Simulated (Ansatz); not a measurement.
# Ti2RuO6: the cost of one run

Computed with Ansatz 0.2.0 (DFT PBE+U, scalar-relativistic, plane waves, PAW).

1 further run of the same task is left out (it didn't finish).

## Step 1: The starting structure

The structure is monoclinic, space group C2/m (No. 12). Conventional cell: a = 14.412 Å, b = 2.973 Å, c = 4.784 Å, α = 90.00°, β = 91.82°, γ = 90.00°. Ti (site symmetry m) is surrounded by 6 O at 1.95 to 2.00 Å. Ru (site symmetry 2/m) is surrounded by 6 O at 1.99 to 2.00 Å. Around O (site symmetry m) lie 1 Ti at 1.99 Å and 2 Ru at 1.99 Å. O (site symmetry m) has 3 Ti at 1.95 to 2.00 Å as nearest neighbours. Around O (site symmetry m) lie 2 Ti at 1.98 Å and 1 Ru at 2.00 Å.

As a file:

```cif
data_structure
_symmetry_space_group_name_H-M 'P 1'
_symmetry_Int_Tables_number 1
_cell_length_a 7.3576
_cell_length_b 7.3576
_cell_length_c 4.7837
_cell_angle_alpha 91.781
_cell_angle_beta 91.781
_cell_angle_gamma 23.311
_cell_volume 102.43
loop_
_atom_site_label
_atom_site_type_symbol
_atom_site_fract_x
_atom_site_fract_y
_atom_site_fract_z
_atom_site_occupancy
Ti1 Ti 0.34108 0.34108 0.98723 1
Ti2 Ti 0.65892 0.65892 0.01277 1
Ru1 Ru 0.00000 0.00000 0.50000 1
O1 O 0.43711 0.43711 0.69709 1
O2 O 0.77712 0.77712 0.80298 1
O3 O 0.09955 0.09955 0.80125 1
O4 O 0.90045 0.90045 0.19875 1
O5 O 0.22288 0.22288 0.19702 1
O6 O 0.56289 0.56289 0.30291 1
```

It is the end of an earlier relaxation with the same method, from a generated guess; it needn't be the stable form of this composition. At a tolerance of 0.05 Å it has space group C2/m (No. 12); it has 11.38 Å³/atom, an uncorrected energy of -2.27 eV/atom over the elements and, on its mesh, gap none (metal).

## Step 2: The same geometry with PBE+U

Input file input.yaml:

```yaml
crystal:
  lattice:
    - [7.2058379528, -1.4864327653, 0.0058584145]
    - [7.2058379528, 1.4864327653, 0.0058584145]
    - [-0.1557289112, 0.0, 4.7811851344]
  atoms:
    - { symbol: Ti, position: [0.3410835797, 0.3410835797, 0.9872302552], spin: 1.0 }
    - { symbol: Ti, position: [0.6589164203, 0.6589164203, 0.0127697448], spin: 1.0 }
    - { symbol: Ru, position: [0.0, 0.0, 0.5], spin: 1.0 }
    - { symbol: O, position: [0.4371090109, 0.4371090109, 0.6970946981] }
    - { symbol: O, position: [0.7771157226, 0.7771157226, 0.8029760132] }
    - { symbol: O, position: [0.0995458411, 0.0995458411, 0.8012489623] }
    - { symbol: O, position: [0.9004541589, 0.9004541589, 0.1987510377] }
    - { symbol: O, position: [0.2228842774, 0.2228842774, 0.1970239868] }
    - { symbol: O, position: [0.5628909891, 0.5628909891, 0.3029053019] }
basis:
  ecutwfc: 420
kpoints:
  mp_grid: { grid: [12, 12, 8] }
  band_path:
    path:
      - [[0.0, 0.0, 0.0], [-0.26064876, 0.26064876, 0.0]]
      - [[-0.73935124, -0.26064876, 0.0], [-0.5, -0.5, 0.0], [0.0, 0.0, 0.0], [-0.5, -0.5, 0.5], [-0.74036953, -0.25963047, 0.5]]
      - [[-0.25963047, 0.25963047, 0.5], [0.0, 0.0, 0.5], [0.0, 0.0, 0.0]]
      - [[-0.5, 0.0, 0.5], [0.0, 0.0, 0.0], [-0.5, 0.0, 0.0]]
    npoints: 14
hamiltonian:
  xc: pbe
  hubbard: { sites: [{ species: Ti, l: d, u_eff: 4.0 }] }
scf:
  occupations: { method: gaussian, width: 0.1 }
  n_extra_bands: 22
output:
  forces: true
  stress: true
  eigenvalues: true
  populations: true
  dos: { projected: true, de: 0.02, nscf_kmesh: { grid: [15, 15, 10] } }
  bader: true
  write_density: true
  write_potential: true
  elf: true
  volumetric_format: npy
magnetization:
  spin_polarized: true
```

On the command line:

```sh
ansatz run input.yaml --threads 4 --pin off --max-ram 8192MiB --backend cpu --events-out ev --progress --plain --runs-dir out
```

**Question.** How long does this run take on 4 threads of Intel Xeon at 2.70GHz, shared host, and how much memory does it need?

About 4.4 min, with a peak of 4.7 GiB.
